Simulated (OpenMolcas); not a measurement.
**Nb⁴⁺ with 6 ligands (bromide): CASSCF and CASPT2 levels and susceptibility**

Which state of Nb⁴⁺ lies lowest among these ligands, how large is the field, and what χT follows?

The numbers are computed with OpenMolcas 26.06 (state-averaged CASSCF and CASPT2, spin-orbit coupling by RASSI with atomic mean-field integrals), except any that are marked as measured or tabulated.

### 1 Starting point

- Species: Nb⁴⁺ (niobium, Z = 41, 37 electrons)
- Basis: ANO-RCC-VTZP [7s6p4d2f1g], 230 functions with the ligands
- Scalar Hamiltonian: DKH2, point nucleus
- Inactive shells: 1s 2s 2p 3s 3p 3d 4s 4p of the metal, and all ligand shells
- Active space: 1 electron in 5 orbitals (4d)
- Some configurations of this space: 4d
- Orbitals: optimised for each spin and parity, averaged over all roots

The outer shells:

4d
```
4d [↑ ][  ][  ][  ][  ]
```

Nb⁴⁺ is taken with 6 ligands (bromide) in trigonal prism coordination (D3h) at 2.74 Å, a polar angle of 55.5° against the regular 49.1°. A charge of +0.333 e stands 2.4 Å behind each ligand. Ligand basis ANO-RCC-VDZP. The distances are assumed, not relaxed.

```xyz
7

Nb    0.0000    0.0000    0.0000
Br    2.2576    0.0000    1.5526
Br   -1.1288    1.9552    1.5526
Br   -1.1288   -1.9552    1.5526
Br    2.2576    0.0000   -1.5526
Br   -1.1288    1.9552   -1.5526
Br   -1.1288   -1.9552   -1.5526
```

The work runs as a chain of OpenMolcas steps in one folder; each step below is one input file. Labels, J, g values, rates, χT and fits are worked out afterwards by a script from the matrices that RASSI stores.

### 2 GATEWAY and SEWARD: basis and integrals

The input, a.inp:

```
&GATEWAY
Coord
7

Nb 0.0 0.0 0.0
Br 2.257645 0.000000 1.552623
Br -1.128823 1.955178 1.552623
Br -1.128823 -1.955178 1.552623
Br 2.257645 0.000000 -1.552623
Br -1.128823 1.955178 -1.552623
Br -1.128823 -1.955178 -1.552623
Basis=Nb.ANO-RCC-VTZP,Br.ANO-RCC-VDZP
Group=NoSym
NoMove
AngMom=0.0 0.0 0.0
AMFI
RICD
XField
6 Angstrom 0
4.235144 0.000000 2.912585 0.333333
-2.117573 3.667743 2.912585 0.333333
-2.117573 -3.667743 2.912585 0.333333
4.235144 0.000000 -2.912585 0.333333
-2.117573 3.667743 -2.912585 0.333333
-2.117573 -3.667743 -2.912585 0.333333
&SEWARD
```

Started as:

```bash
> OMP_NUM_THREADS=1 MOLCAS_MEM=2457 MOLCAS_PROJECT=a pymolcas a.inp > a.log
```

### 3 CASSCF: doublets, 5 roots

The input, a.inp:

```
&RASSCF
FileOrb=start.orb
Symmetry=1
Spin=2
nActEl=1 0 0
Inactive=126
Ras2=5
CIRoot=5 5 1
SDav=5
CIMx=300
Iter=150 100
PrWF=0.3
OrbListing=Nothing
MaxOrb=0
LevShft=1.0
>>> COPY $Project.JobIph JOB001
```

start.orb holds start orbitals that the driver prepared beforehand, or those of the step before.

### 4 State interaction with spin-orbit coupling

The input, a.inp:

```
&RASSI
NrOfJobIphs=1 5
1 2 3 4 5
IphNames
JOB001
EJob
SpinOrbit
DIPRint=1.0
SOCoupling=1000.0
Subsets=2
Property=9
'ANGMOM' 1 'ANGMOM' 2 'ANGMOM' 3 'MLTPL  1' 1 'MLTPL  1' 2 'MLTPL  1' 3
'AMFI' 1 'AMFI' 2 'AMFI' 3
SOProperty=3
'ANGMOM' 1 'ANGMOM' 2 'ANGMOM' 3
```

### 5 CASPT2: IPEA 0.25, imaginary shift 0.1 (closed shells correlated: 4s 4p of the metal, with ligand shells; the Frozen line counts the rest)

The input, a.inp:

```
>>> COPY JOB001 $Project.JobIph
&CASPT2
Multistate=5 1 2 3 4 5
NoMult
Frozen=98
IPEA=0.25
Imaginary=0.1
MaxIter=60
WThr=0.0 0.3 0.05
PrWF=0.5
NoMix
```

### 6 CASPT2: IPEA 0.5, imaginary shift 0.1 (closed shells correlated: 4s 4p of the metal, with ligand shells; the Frozen line counts the rest)

Edit a.inp of step 5 so:

```diff
@@ -5,3 +5,3 @@
 Frozen=98
-IPEA=0.25
+IPEA=0.5
 Imaginary=0.1
```

(Steps that only read results are left out.)

What does the calculation give? Wanted: spin-free ground state; first state of the same spin within the active space; lowest level; next level.

As calculated:

| quantity | value |
| --- | --- |
| method | SS-CASPT2, IPEA 0.25, imaginary shift 0.1 (closed shells correlated: 4s 4p of the metal, with ligand shells; the Frozen line counts the rest) |
| spin-free ground state | 2A1, 1-fold in its orbital part |
| first state of the same spin within the active space | 2E at 4860 cm⁻¹ |
| lowest level | 2-fold E1/2, g = 1.86, 1.86, 2.00 |
| next level | 4440.5 cm⁻¹ |
| χT at 300 K | 0.35 cm³ K/mol |
| effective moment at 300 K | 1.68 μB |

Cost by method:

| method | time of its own steps | time with the reference |
| --- | --- | --- |
| A. CASSCF | 3.6 min | 3.6 min |
| B. SS-CASPT2, IPEA 0.25, imaginary shift 0.1, +4s 4p | 3.4 min | 7 min |
| C. SS-CASPT2, IPEA 0.5, imaginary shift 0.1, +4s 4p | 3.4 min | 7 min |

Times are of one thread on a shared host.

The spin-free ground state (2A1) is 1-fold and keeps the highest spin of the shell. χT at 300 K is 0.35, against 0.38 cm³ K/mol for the spin alone; near agreement at one temperature doesn't show that the orbital moment is quenched. CASPT2 does not keep the components of a term degenerate, and the means are used. The bonds are covalent and no ligand orbital is active, so the numbers are rough.
